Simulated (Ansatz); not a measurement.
The system is Ba2Tl5V3O12.

```
Ba V Tl O
1.0
     4.23698    2.44622    6.12840
    -4.23698    2.44622    6.12840
     0.00000   -4.89244    6.12840
Ba V Tl O
2 3 5 12
Cartesian
  0.0000 0.0000 9.1926
  0.0000 0.0000 0.0000
  0.0000 2.4462 6.1284
  -2.1185 -1.2231 6.1284
  2.1185 -1.2231 6.1284
  0.0000 -2.4462 3.0642
  2.1185 1.2231 3.0642
  -2.1185 1.2231 3.0642
  0.0000 0.0000 13.6133
  0.0000 0.0000 4.7719
  2.6932 -0.0671 7.4143
  -1.2885 2.3659 7.4143
  -1.4047 -2.2988 7.4143
  -1.4047 2.2988 10.9708
  2.6932 0.0671 10.9708
  -1.2884 -2.3659 10.9708
  -2.6932 0.0671 10.9708
  1.2884 -2.3659 10.9708
  1.4047 2.2988 10.9708
  1.4047 -2.2988 7.4143
  -2.6932 -0.0671 7.4143
  1.2885 2.3659 7.4143
```

The cell was built by a generator and needn't be a form met in nature.

- Program: Ansatz 0.2.0
- Task: relaxation of cell and atoms
- Functional: PBE
- Dispersion: D3(BJ)-ATM
- Potentials or basis: Ansatz PAW
- Cutoff: 420 eV (not typed: the program's choice for these potentials)
- k mesh: 3 × 3 × 3
- Occupations: fermi-dirac, width 0.05 eV
- Spin: collinear spin, ferromagnetic start
- Starting moments: [0.0, 0.0, 2.0, 2.0, 2.0, 0.0, 0.0, 0.0, 0.0, 0.0, 0.0, 0.0, 0.0, 0.0, 0.0, 0.0, 0.0, 0.0, 0.0, 0.0, 0.0, 0.0] μB

At the start: volume 17.32 Å³/atom.

Task: How do energy, volume and symmetry change on relaxing?

Result: It ends after 8 steps and the volume is 16.76 Å³/atom (-3.3 %); space group R-3m (No. 166, to 0.05 Å); moment 1.14 μB per cell.

The path:
```
step  energy change (eV)  largest force (eV/Å)  volume (Å³)
   1              0.0000                0.0179       381.11
   2             -0.0551                0.1247       360.13
   3             -0.0903                0.0228       370.46
   4             -0.0932                0.0138       369.74
   5             -0.0947                0.0081       369.30
   6             -0.0678                0.0073       369.30
   7             -0.0697                0.0016       368.66
   8             -0.0683                0.0016       368.66
```

Final structure:
```cif
data_structure
_symmetry_space_group_name_H-M 'P 1'
_symmetry_Int_Tables_number 1
_cell_length_a 7.7659
_cell_length_b 7.7659
_cell_length_c 7.7659
_cell_angle_alpha 65.192
_cell_angle_beta 65.192
_cell_angle_gamma 65.192
_cell_volume 368.66
loop_
_atom_site_label
_atom_site_type_symbol
_atom_site_fract_x
_atom_site_fract_y
_atom_site_fract_z
_atom_site_occupancy
Ba1 Ba 0.50000 0.50000 0.50000 1
Ba2 Ba 0.00000 0.00000 0.00000 1
V1 V 0.50000 0.50000 0.00000 1
V2 V 0.00000 0.50000 0.50000 1
V3 V 0.50000 0.00000 0.50000 1
Tl1 Tl 0.00000 0.00000 0.50000 1
Tl2 Tl 0.50000 0.00000 0.00000 1
Tl3 Tl 0.00000 0.50000 0.00000 1
Tl4 Tl 0.74077 0.74077 0.74077 1
Tl5 Tl 0.25923 0.25923 0.25923 1
O1 O 0.71754 0.08363 0.40985 1
O2 O 0.40985 0.71754 0.08363 1
O3 O 0.08363 0.40985 0.71754 1
O4 O 0.59015 0.91637 0.28246 1
O5 O 0.91637 0.28246 0.59015 1
O6 O 0.28246 0.59015 0.91637 1
O7 O 0.28246 0.91637 0.59015 1
O8 O 0.59015 0.28246 0.91637 1
O9 O 0.91637 0.59015 0.28246 1
O10 O 0.40985 0.08363 0.71754 1
O11 O 0.08363 0.71754 0.40985 1
O12 O 0.71754 0.40985 0.08363 1
```

Caveat: the plane-wave basis is chosen anew once the cell has moved, so the energies of steps on either side of that aren't comparable; the pressure holds a Pulay correction of +0.4 GPa for the finite cutoff; pairwise dispersion overbinds metals, which lowers pressure and volume.
